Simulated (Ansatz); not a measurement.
# CH4IO: the cost of one run

Computed with Ansatz 0.2.0, Gaussian basis. Level: PBE0-D4/def2-SVPD.

107 further runs of the same task are left out: 107 set aside as unsound or not needed.

## 1. The starting structure

The start, a pair relaxed at PBE0-D4: 7 atoms, charge -1, spin multiplicity 1.

Atoms are counted from 1 here; the program's logs count them from 0.

Bond lengths: O1–H2 0.962 Å, C3–I4 2.163 Å, C3–H5 1.091 Å, C3–H6 1.183 Å, C3–H7 1.091 Å. Angles: I4–C3–H5 104.3°, I4–C3–H6 109.9°, I4–C3–H7 104.3°, H5–C3–H6 113.8°, H5–C3–H7 109.9°, H6–C3–H7 113.8°.

Geometry (Å):

```xyz
7
CH4IO
O    -0.9125   -0.1975   -1.7480
H    -0.2831    0.1483   -2.3878
C     0.0164   -0.0862    0.7984
I     1.9902    0.7684    1.0223
H    -0.6207    0.5384    1.4256
H    -0.2937   -0.0884   -0.3430
H     0.1034   -1.0829    1.2324
```

## 2. The run

md/in.yaml reads:

```yaml
crystal:
  periodic: [false, false, false]
  atoms:
    - {symbol: O, position_ang: [-0.912470, -0.197509, -1.747976]}
    - {symbol: H, position_ang: [-0.283137, 0.148254, -2.387793]}
    - {symbol: C, position_ang: [0.016359, -0.086173, 0.798375]}
    - {symbol: I, position_ang: [1.990232, 0.768379, 1.022301]}
    - {symbol: H, position_ang: [-0.620695, 0.538413, 1.425620]}
    - {symbol: H, position_ang: [-0.293687, -0.088441, -0.342999]}
    - {symbol: H, position_ang: [0.103400, -1.082924, 1.232372]}
basis:
  gaussian: {orbitals: def2-SVPD}
total_charge: -1
hamiltonian: {xc: pbe0, dispersion: d4}
md: {n_steps: 30, timestep: 0.75, temperature: 1000, ensemble: nve, seed: 892, initial_velocities: maxwell_boltzmann}
```

Started as:

```console
ansatz run in.yaml --threads 4 --pin off --events-out ev --progress --plain --max-ram 9574MiB
```

**Question.** How long does this run take on 4 threads of Arm Neoverse V1, shared host?

About 51 s.
